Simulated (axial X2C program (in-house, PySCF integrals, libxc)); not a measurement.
**All-electron X2C curves of CrNa⁺**

Aim: find the lowest determinant of CrNa⁺, scan the bond at several levels and fit the constants, once spin-free and once with spin–orbit coupling.

The runs use an in-house X2C program for linear molecules on PySCF integrals; all-electron X2C, Cr dyall-cv3z, Na dyall-cv3z.

All values are calculated.

**1. Set-up**

task.json reads:

```json
{
 "zs": [
  24,
  11
 ],
 "q": 1,
 "bas": [
  "dyall-cv3z",
  "dyall-cv3z"
 ],
 "levels": [
  "PBE0",
  "HF",
  "PW91"
 ],
 "cc": true,
 "r0": 2.77,
 "thr": -2.0,
 "nmax": 90,
 "npts": 10,
 "nst": 2,
 "ntry": 6
}
```

Keys: zs atomic numbers; q charge; bas basis sets; levels methods (HF also brings MP2); cc coupled cluster on or off; r0 starting distance in Å; thr threshold in hartree for freezing inner shells (an s shell follows its p shell); nmax most natural virtual spinors; npts points asked for on the curve; nst determinants followed; ntry starts of the search.

Launch:

```
> python so2c.py task.json out
```

Spin-free means the one-electron spin-free X2C Hamiltonian; two-component (2c) means X2C with spin–orbit coupling and atomic mean-field two-electron Coulomb and Gaunt terms. Basis: Cr dyall-cv3z contracted to [9s10p6d3f2g], Na dyall-cv3z contracted to [9s8p5d2f]; Gaussian nuclei, density fitting. Masses: Cr 51.941 u, Na 22.990 u.

Notation: σ, π±, δ± give the projection m of an orbital's angular momentum (0, ±1, ±2), α and β its spin, Λ and M_S the sums; ω is the projection of a spinor's total angular momentum and Ω the sum. Logs are in hartree.

The results follow Hamiltonian by Hamiltonian and level by level.

**2. State search with PBE0**

PBE0 moves the distance from 2.770 Å to 3.236 Å and compares determinants there.

Spin-free determinants:

```tsv
ΔE (eV)	state	open shells
0.00	M_S = 3, Λ = 0	beyond closed shells: 2 × σα, π+α, π-α, δ+α, δ-α
0.86	M_S = 2, Λ = 0	beyond closed shells: π+α, π-α, δ+α, δ-α
1.47	M_S = 2, Λ = 1	beyond closed shells: σα, π+α, δ+α, δ-α
1.64	M_S = 2, Λ = 2	beyond closed shells: σα, π+α, π-α, δ+α
2.81	M_S = 2, Λ = 4	beyond closed shells: 2 × σα, π+α, π-α, δ+α, δ+β
3.11	M_S = 3, Λ = 1	beyond closed shells: 3 × σα, π+α, δ+α, δ-α
3.29	M_S = 3, Λ = 2	beyond closed shells: 3 × σα, π+α, π-α, δ+α
```

Two-component determinants:

| ΔE (eV) | state | open shells |
| --- | --- | --- |
| 0.00 | Ω = 3 | excess of +ω over −ω: ω = 1/2, ω = 5/2 |
| 0.85 | Ω = 2 | excess of +ω over −ω: ω = -1/2, ω = 5/2 |
| 1.47 | Ω = 1 | excess of +ω over −ω: ω = -3/2, ω = 5/2 |
| 1.68 | Ω = 4 | excess of +ω over −ω: ω = 3/2, ω = 5/2 |
| 2.77 | Ω = 2 | excess of +ω over −ω: ω = 1/2, ω = 3/2 |
| 2.78 | Ω = 4 | excess of +ω over −ω: 3 × ω = 1/2, ω = 5/2 |
| 2.82 | Ω = 6 | excess of +ω over −ω: ω = 1/2, 2 × ω = 3/2, ω = 5/2 |

**3. PBE0, spin-free**

State followed: M_S = 3, Λ = 0 (beyond closed shells: 2 × σα, π+α, π-α, δ+α, δ-α). The scan is laid around 3.236 Å, a first estimate of the minimum, and this SCF restarts from the orbitals of the search.

The SCF at the reference distance of 3.236 Å:

```text
spin-free X2C-1e  PBE0
basis functions 180  fitting functions 933  grid points 5087
iter        total energy     max residual
   1      -1212.821269555     1.37e-05
   2      -1212.821269564     7.14e-06
   3      -1212.821269566     5.05e-06
   4      -1212.821269568     3.46e-06
converged
one-electron -1755.16237945  Coulomb 562.44353916  exact exchange -15.50470741  xc functional -47.76916305  nuclear repulsion 43.17144119
```

Along the bond, energies from the lowest point:

| R (Å) | E (eV) | μ (D) | HOMO (eV) | LUMO (eV) | iterations |
| --- | --- | --- | --- | --- | --- |
| 2.815 | 0.0957 | 4.77 | -10.09 | -6.54 | 10 |
| 2.945 | 0.0399 | 5.10 | -9.96 | -6.46 | 10 |
| 3.042 | 0.0157 | 5.36 | -9.87 | -6.39 | 10 |
| 3.139 | 0.0031 | 5.63 | -9.78 | -6.32 | 10 |
| 3.236 | 0.0000 | 5.90 | -9.70 | -6.25 | 4 |
| 3.349 | 0.0053 | 6.23 | -9.60 | -6.18 | 9 |
| 3.462 | 0.0182 | 6.56 | -9.50 | -6.11 | 9 |
| 3.608 | 0.0426 | 7.01 | -9.37 | -6.11 | 9 |
| 3.786 | 0.0800 | 7.58 | -9.22 | -6.15 | 9 |
| 4.045 | 0.1418 | 8.45 | -9.00 | -6.22 | 9 |

Dipoles are positive if Na is the positive end and refer to the centre of mass.

Outer orbitals at the reference distance:

```csv
symmetry,occupied,ε (eV),atomic character
σα,yes,-10.28,"69% Cr d, 12% Cr s, 9% Na s"
π-α,yes,-10.09,99% Cr d
π+α,yes,-10.09,99% Cr d
δ+α,yes,-10.04,100% Cr d
δ-α,yes,-10.04,100% Cr d
σα,yes,-9.70,"46% Cr s, 29% Cr d, 12% Na s"
σβ,no,-6.25,"57% Na s, 29% Cr s, 7% Cr p"
σα,no,-6.02,"43% Na s, 31% Cr p, 15% Cr s"
π-α,no,-4.78,"63% Cr p, 31% Na p, 4% Na d"
π+α,no,-4.78,"63% Cr p, 31% Na p, 4% Na d"
```

PBE0 fields in the half plane through the axis: z from -2.4 to 5.4 Å across, distance from the axis 0.15 to 2.25 Å upwards; Cr lies at z = 0 and Na at z = 3.236 Å; the ELF is damped to zero where the density is low.

log10 density (e/bohr³). Ten even steps from ' ' (-5.55 ) to '@' (1.40 ):
```
....::::::----------------------::::::::::......      
..::::::--------======--------------::::::::......    
..::::----==================------------::::::....    
::::----======++++++++============----------::::....  
::::--====++++++++++++++++==================--::::....
::----====++****##****++++++======++****++++==--::....
::----==++**####%%####**++++++==++**######**==--::....
::----==++**##%%@@%%##**++++++++++##%%@@%%**++==::::..
```

ELF. Ten even steps from ' ' (0.00 ) to '@' (0.86 ):
```
            ....::::----------::..                    
          ....::----====++******++::..                
        ....::::----==++**##%%%%**::                  
        ..::::::------++**%%@@%%--                    
      ....::::--------==++%%@@**      ..              
      ....::--++**++----++##%%--  ..++**++::          
        ..::**@@@@@@**--==##%%....##@@@@@@++..        
        ..--%%**@@**%%----**##..::@@@@::@@##::        
```

Re = 3.226 Å, ωe = 116.2 cm⁻¹, Be = 0.1016 cm⁻¹, De = 0.611 eV, μ = 5.87 D.

**4. HF, spin-free**

Output at 3.236 Å:

```text
spin-free X2C-1e  HF
basis functions 180  fitting functions 933  grid points 5087
iter        total energy     max residual
   1      -1211.566228756     1.03e-01
   2      -1211.582930921     6.44e-03
   3      -1211.584044281     3.18e-03
   4      -1211.584330129     1.49e-03
   5      -1211.584506617     1.06e-03
   6      -1211.584592610     5.22e-04
   7      -1211.584606905     2.41e-04
   8      -1211.584608947     1.07e-04
   9      -1211.584609204     4.47e-05
  10      -1211.584609288     1.43e-05
  11      -1211.584609306     5.22e-06
  12      -1211.584609307     1.67e-06
converged
one-electron -1755.92179696  Coulomb 563.31555272  exact exchange -62.14980626  xc functional 0.00000000  nuclear repulsion 43.17144119
```

Re = 3.364 Å, ωe = 113.8 cm⁻¹, ωexe = 0.461 cm⁻¹, Be = 0.09349 cm⁻¹, De = 0.677 eV, μ = 5.35 D.

**5. PW91, spin-free**

The SCF at the reference distance of 3.236 Å:

```text
spin-free X2C-1e  PW91
basis functions 180  fitting functions 933  grid points 5087
iter        total energy     max residual
   1      -1213.182256368     3.34e-02
   2      -1213.184042013     1.81e-02
   3      -1213.175057766     4.56e-02
   4      -1213.185968587     5.04e-03
   5      -1213.186135368     2.92e-04
   6      -1213.186135904     8.42e-05
   7      -1213.186135981     1.60e-05
   8      -1213.186135986     2.34e-06
   9      -1213.186135987     1.35e-06
converged
one-electron -1754.72227875  Coulomb 561.96417603  exact exchange 0.00000000  xc functional -63.59947446  nuclear repulsion 43.17144119
```

Re = 3.217 Å, ωe = 113.1 cm⁻¹, Be = 0.1022 cm⁻¹, De = 0.612 eV, μ = 6.07 D.

**6. Correlated methods, spin-free**

Correlated methods: 14 electrons correlated (frozen shells, counted by type: Cr 3 s, 2 p; Na 1 s), 286 virtual spinors in MP2, 89 natural virtuals in coupled cluster.

Output of the correlated part at 3.236 Å:

```text
correlated 14  virtual 286  natural virtual 89  E(MP2) -0.363005323  MP2 remainder -0.009595726
iter   CCSD correlation   residual
   1     -0.360355931   5.08e-02
   2     -0.363886111   2.06e-02
   3     -0.364265615   9.55e-03
   4     -0.364152843   4.50e-03
   5     -0.364228067   1.73e-03
   6     -0.364231187   6.24e-04
   7     -0.364229456   2.18e-04
   8     -0.364228544   8.47e-05
   9     -0.364228851   4.19e-05
  10     -0.364229327   1.86e-05
  11     -0.364229352   6.25e-06
  12     -0.364229357   1.78e-06
(T) -0.005476874  T1 0.0188  D1 0.0512  max T2 0.038
```

T1 in the output is the amplitude norm over the root of the electron number; divide by √2 for the Lee–Taylor value.

MP2: Re = 3.217 Å, ωe = 124.2 cm⁻¹, Be = 0.1022 cm⁻¹, De = 0.660 eV.

CCSD: Re = 3.223 Å, ωe = 123.5 cm⁻¹, ωexe = 0.619 cm⁻¹, Be = 0.1018 cm⁻¹, De = 0.676 eV. T1 at Re = 0.013 (Lee–Taylor, the printed value over √2).

CCSD(T): Re = 3.216 Å, ωe = 124.2 cm⁻¹, ωexe = 0.631 cm⁻¹, Be = 0.1023 cm⁻¹, De = 0.669 eV. T1 at Re = 0.013 (Lee–Taylor, the printed value over √2).

**7. A higher determinant, spin-free**

State: M_S = 2, Λ = 0 (beyond closed shells: π+α, π-α, δ+α, δ-α).

Output at the reference distance:

```text
spin-free X2C-1e  PBE0
basis functions 180  fitting functions 933  grid points 5087
iter        total energy     max residual
   1      -1212.789844600     4.25e-05
   2      -1212.789844583     8.81e-05
   3      -1212.789844620     7.28e-06
   4      -1212.789844622     4.20e-06
converged
one-electron -1754.90735536  Coulomb 562.18492262  exact exchange -15.49510733  xc functional -47.74374575  nuclear repulsion 43.17144119
```

| R (Å) | E above the lowest PBE0 point (eV) |
| --- | --- |
| 2.815 | 1.002 |
| 2.945 | 0.925 |
| 3.042 | 0.888 |
| 3.139 | 0.866 |
| 3.236 | 0.855 |
| 3.349 | 0.853 |
| 3.462 | 0.860 |
| 3.608 | 0.878 |
| 3.786 | 0.910 |

Re = 3.314 Å, ωe = 112.7 cm⁻¹, Be = 0.09631 cm⁻¹, μ = 4.30 D. ⟨S²⟩ = 6.86 against 6.00 for a pure state, so this determinant mixes spins. Te = 0.85 eV.

**8. The spin-free curves together**

Energy (eV) of the followed determinant, spin-free, from each level's lowest point:

| R (Å) | PBE0 | HF | MP2 | CCSD | CCSD(T) | PW91 |
| --- | --- | --- | --- | --- | --- | --- |
| 2.815 | 0.096 | 0.172 | 0.101 | n/a | n/a | 0.088 |
| 2.945 | 0.040 | 0.091 | 0.041 | 0.043 | 0.041 | 0.036 |
| 3.042 | 0.016 | 0.050 | 0.016 | 0.017 | 0.015 | 0.013 |
| 3.139 | 0.003 | 0.022 | 0.003 | 0.003 | 0.003 | 0.002 |
| 3.236 | 0.000 | 0.007 | 0.000 | 0.000 | 0.000 | 0.000 |
| 3.349 | 0.005 | 0.000 | 0.007 | 0.006 | 0.007 | 0.006 |
| 3.462 | 0.018 | 0.003 | 0.022 | 0.021 | 0.023 | 0.018 |
| 3.608 | 0.043 | 0.019 | 0.051 | 0.049 | 0.052 | 0.041 |
| 3.786 | 0.080 | 0.051 | 0.096 | n/a | n/a | 0.076 |
| 4.045 | 0.142 | 0.113 | 0.170 | n/a | n/a | 0.131 |

**9. PBE0, 2c**

State followed: Ω = 3 (excess of +ω over −ω: ω = 1/2, ω = 5/2). The scan is laid around 3.236 Å, a first estimate of the minimum, and this SCF restarts from the orbitals of the search.

Output at 3.236 Å:

```text
two-component X2C + atomic mean field  PBE0
basis functions 180  fitting functions 933  grid points 5087
iter        total energy     max residual
   1      -1212.552865547     3.44e-06
   2      -1212.552865547     5.36e-06
converged
one-electron -1754.49326961  Coulomb 562.30469133  exact exchange -15.50123006  xc functional -47.75833797  nuclear repulsion 43.17144119  atomic mean-field constant -0.27616042
```

Along the bond, energies from the lowest point:

| R (Å) | E (eV) | μ (D) | HOMO (eV) | LUMO (eV) | iterations |
| --- | --- | --- | --- | --- | --- |
| 2.815 | 0.0958 | 4.77 | -10.08 | -6.55 | 10 |
| 2.945 | 0.0401 | 5.10 | -9.96 | -6.46 | 10 |
| 3.042 | 0.0158 | 5.36 | -9.87 | -6.39 | 10 |
| 3.139 | 0.0031 | 5.62 | -9.78 | -6.32 | 10 |
| 3.236 | 0.0000 | 5.90 | -9.70 | -6.25 | 2 |
| 3.349 | 0.0052 | 6.22 | -9.60 | -6.18 | 9 |
| 3.462 | 0.0181 | 6.56 | -9.50 | -6.11 | 9 |
| 3.608 | 0.0424 | 7.01 | -9.37 | -6.11 | 9 |
| 3.786 | 0.0798 | 7.58 | -9.22 | -6.15 | 9 |
| 4.045 | 0.1415 | 8.44 | -9.00 | -6.22 | 9 |

Dipoles are positive if Na is the positive end and refer to the centre of mass.

Outer spinors at the reference distance:

| ω | occupied | ε (eV) | atomic character | λ mixture |
| --- | --- | --- | --- | --- |
| 1/2 | yes | -10.28 | 70% Cr d, 12% Cr s, 9% Na s | 100% σ |
| -1/2 | yes | -10.11 | 99% Cr d | 100% π |
| 3/2 | yes | -10.08 | 99% Cr d | 100% π |
| -3/2 | yes | -10.07 | 100% Cr d | 100% δ |
| 5/2 | yes | -10.01 | 100% Cr d | 100% δ |
| 1/2 | yes | -9.70 | 47% Cr s, 28% Cr d, 12% Na s | 100% σ |
| -1/2 | no | -6.25 | 57% Na s, 29% Cr s, 7% Cr p | 100% σ |
| 1/2 | no | -6.02 | 43% Na s, 31% Cr p, 15% Cr s | 100% σ |
| -1/2 | no | -4.79 | 63% Cr p, 31% Na p, 4% Na d | 100% π |
| 3/2 | no | -4.77 | 63% Cr p, 31% Na p, 4% Na d | 100% π |

PBE0 fields in the half plane through the axis: z from -2.4 to 5.4 Å across, distance from the axis 0.15 to 2.25 Å upwards; Cr lies at z = 0 and Na at z = 3.236 Å; the ELF is damped to zero where the density is low.

log10 density (e/bohr³). Ten even steps from ' ' (-5.55 ) to '@' (1.40 ):
```
....::::::----------------------::::::::::......      
..::::::--------======--------------::::::::......    
..::::----==================------------::::::....    
::::----======++++++++============----------::::....  
::::--====++++++++++++++++==================--::::....
::----====++****##****++++++======++****++++==--::....
::----==++**####%%####**++++++==++**######**==--::....
::----==++**##%%@@%%##**++++++++++##%%@@%%**++==::::..
```

ELF. Ten even steps from '0' (0.00 ) to '9' (0.86 ):
```
000000112233333210000000000
000001123344566652100000000
000011223345678862000000000
000012223335689830000000000
000112233334589600010000000
000112356533578301565200000
000012699963478117999510000
000013869683367129929720000
```

Re = 3.227 Å, ωe = 116.1 cm⁻¹, Be = 0.1016 cm⁻¹, De = 0.611 eV, μ = 5.87 D.

**10. HF, 2c**

Output at 3.236 Å:

```text
two-component X2C + atomic mean field  HF
basis functions 180  fitting functions 933  grid points 5087
iter        total energy     max residual
   1      -1211.298217762     1.04e-01
   2      -1211.314915706     6.46e-03
   3      -1211.316028823     3.22e-03
   4      -1211.316314471     1.49e-03
   5      -1211.316491061     1.06e-03
   6      -1211.316576882     5.21e-04
   7      -1211.316591105     2.39e-04
   8      -1211.316593135     1.06e-04
   9      -1211.316593392     4.41e-05
  10      -1211.316593477     1.39e-05
  11      -1211.316593496     5.39e-06
  12      -1211.316593497     3.81e-06
  13      -1211.316593497     2.77e-06
converged
one-electron -1755.25295713  Coulomb 563.17704230  exact exchange -62.13595944  xc functional 0.00000000  nuclear repulsion 43.17144119  atomic mean-field constant -0.27616042
```

Re = 3.365 Å, ωe = 113.8 cm⁻¹, ωexe = 0.46 cm⁻¹, Be = 0.09344 cm⁻¹, De = 0.677 eV, μ = 5.35 D.

**11. PW91, 2c**

The SCF at the reference distance of 3.236 Å:

```text
two-component X2C + atomic mean field  PW91
basis functions 180  fitting functions 933  grid points 5087
iter        total energy     max residual
   1      -1212.913561224     3.35e-02
   2      -1212.915359077     1.80e-02
   3      -1212.906441489     4.55e-02
   4      -1212.917273171     5.02e-03
   5      -1212.917438226     2.92e-04
   6      -1212.917438766     8.42e-05
   7      -1212.917438844     1.59e-05
   8      -1212.917438849     2.35e-06
   9      -1212.917438849     1.35e-06
converged
one-electron -1754.05381953  Coulomb 561.82599284  exact exchange 0.00000000  xc functional -63.58489292  nuclear repulsion 43.17144119  atomic mean-field constant -0.27616042
```

Re = 3.217 Å, ωe = 113.1 cm⁻¹, Be = 0.1022 cm⁻¹, De = 0.612 eV, μ = 6.07 D.

**12. Correlated methods, 2c**

Correlated methods: 14 electrons correlated (frozen shells, counted by type: Cr 3 s, 2 p; Na 1 s), 286 virtual spinors in MP2, 90 natural virtuals in coupled cluster.

Output of the correlated part at 3.236 Å:

```text
correlated 14  virtual 286  natural virtual 90  E(MP2) -0.362925711  MP2 remainder -0.009060939
iter   CCSD correlation   residual
   1     -0.360761985   5.06e-02
   2     -0.364280536   2.05e-02
   3     -0.364658006   9.51e-03
   4     -0.364544953   4.47e-03
   5     -0.364619597   1.71e-03
   6     -0.364622764   6.23e-04
   7     -0.364621023   2.17e-04
   8     -0.364620131   8.41e-05
   9     -0.364620429   4.15e-05
  10     -0.364620901   1.84e-05
  11     -0.364620926   6.22e-06
  12     -0.364620932   1.77e-06
(T) -0.005510276  T1 0.0188  D1 0.0512  max T2 0.038
```

MP2: Re = 3.217 Å, ωe = 124.1 cm⁻¹, Be = 0.1022 cm⁻¹, De = 0.660 eV.

CCSD: Re = 3.224 Å, ωe = 123.4 cm⁻¹, ωexe = 0.618 cm⁻¹, Be = 0.1018 cm⁻¹, De = 0.674 eV. T1 at Re = 0.013 (Lee–Taylor, the printed value over √2).

CCSD(T): Re = 3.216 Å, ωe = 124.1 cm⁻¹, ωexe = 0.629 cm⁻¹, Be = 0.1023 cm⁻¹, De = 0.668 eV. T1 at Re = 0.013 (Lee–Taylor, the printed value over √2).

**13. A higher determinant, 2c**

State: Ω = 2 (excess of +ω over −ω: ω = -1/2, ω = 5/2).

Output at the reference distance:

```text
two-component X2C + atomic mean field  PBE0
basis functions 180  fitting functions 933  grid points 5087
iter        total energy     max residual
   1      -1212.521460470     2.90e-05
   2      -1212.521460484     2.79e-05
   3      -1212.521460496     1.74e-05
   4      -1212.521460535     1.46e-05
   5      -1212.521460551     2.66e-06
   6      -1212.521460551     1.14e-06
converged
one-electron -1754.24964515  Coulomb 562.05826397  exact exchange -15.49186870  xc functional -47.73349144  nuclear repulsion 43.17144119  atomic mean-field constant -0.27616042
```

| R (Å) | E above the lowest PBE0 point (eV) |
| --- | --- |
| 2.815 | 1.002 |
| 2.945 | 0.925 |
| 3.042 | 0.888 |
| 3.139 | 0.866 |
| 3.236 | 0.855 |
| 3.349 | 0.852 |
| 3.462 | 0.859 |
| 3.608 | 0.877 |
| 3.786 | 0.909 |

Re = 3.317 Å, ωe = 112.4 cm⁻¹, Be = 0.09617 cm⁻¹, μ = 4.30 D. Te = 0.85 eV.

**14. The 2c curves together**

Energy (eV) of the followed determinant, 2c, from each level's lowest point:

| R (Å) | PBE0 | HF | MP2 | CCSD | CCSD(T) | PW91 |
| --- | --- | --- | --- | --- | --- | --- |
| 2.815 | 0.096 | 0.172 | 0.101 | n/a | n/a | 0.088 |
| 2.945 | 0.040 | 0.091 | 0.042 | 0.043 | 0.041 | 0.036 |
| 3.042 | 0.016 | 0.050 | 0.016 | 0.017 | 0.016 | 0.013 |
| 3.139 | 0.003 | 0.023 | 0.003 | 0.003 | 0.003 | 0.002 |
| 3.236 | 0.000 | 0.007 | 0.000 | 0.000 | 0.000 | 0.000 |
| 3.349 | 0.005 | 0.000 | 0.007 | 0.006 | 0.007 | 0.006 |
| 3.462 | 0.018 | 0.003 | 0.022 | 0.021 | 0.022 | 0.018 |
| 3.608 | 0.042 | 0.019 | 0.051 | 0.049 | 0.051 | 0.041 |
| 3.786 | 0.080 | 0.051 | 0.096 | n/a | n/a | 0.075 |
| 4.045 | 0.142 | 0.113 | 0.170 | n/a | n/a | 0.131 |

Time for the job: 2.8 min (1 thread of Arm Neoverse V1, shared host).

**15. Constants**

Lowest determinant that the search found at its distance, spin-free: M_S = 3, Λ = 0 (beyond closed shells: 2 × σα, π+α, π-α, δ+α, δ-α).

Lowest determinant that the search found at its distance, 2c: Ω = 3 (excess of +ω over −ω: ω = 1/2, ω = 5/2).

| Hamiltonian | level | Re (Å) | ωe (cm⁻¹) | De (eV) | μ (D) |
| --- | --- | --- | --- | --- | --- |
| spin-free | PBE0 | 3.226 | 116.2 | 0.611 | 5.87 |
| spin-free | HF | 3.364 | 113.8 | 0.677 | 5.35 |
| spin-free | MP2 | 3.217 | 124.2 | 0.660 | n/a |
| spin-free | CCSD | 3.223 | 123.5 | 0.676 | n/a |
| spin-free | CCSD(T) | 3.216 | 124.2 | 0.669 | n/a |
| spin-free | PW91 | 3.217 | 113.1 | 0.612 | 6.07 |
| 2c | PBE0 | 3.227 | 116.1 | 0.611 | 5.87 |
| 2c | HF | 3.365 | 113.8 | 0.677 | 5.35 |
| 2c | MP2 | 3.217 | 124.1 | 0.660 | n/a |
| 2c | CCSD | 3.224 | 123.4 | 0.674 | n/a |
| 2c | CCSD(T) | 3.216 | 124.1 | 0.668 | n/a |
| 2c | PW91 | 3.217 | 113.1 | 0.612 | 6.07 |

Dipoles are positive if Na is the positive end and refer to the centre of mass.

Time per point (s) on 1 thread of Arm Neoverse V1, shared host (2c runs; CCSD comes with the CCSD(T) run); the times are rough: PBE0 0.43, HF 0.34, MP2 0.77, CCSD(T) 6.5, PW91 0.26.

**Reading.** At CCSD(T), going from spin-free to two-component changes Re by +1 mÅ, ωe by -0.1 %; the spin-free picture holds up (part of it comes from the scalar share of the two-electron terms). De moves by 0.00 eV; both De rest on single-determinant atoms, which can miss part of an open shell's spin–orbit lowering.

De refers to Cr + Na+, each in the lowest determinant found, which need not be this curve's own limit. The state is a single determinant with fixed occupations, the lowest that a limited PBE0 search found. Dissociation energies refer to the lowest single-determinant-based atoms at the same level and basis. Density functionals use the spin component along the axis (collinear). Coupled cluster ran in a truncated set of natural virtual spinors; the MP2 energy of the rest was added. With several unpaired electrons one determinant need not be a pure state.
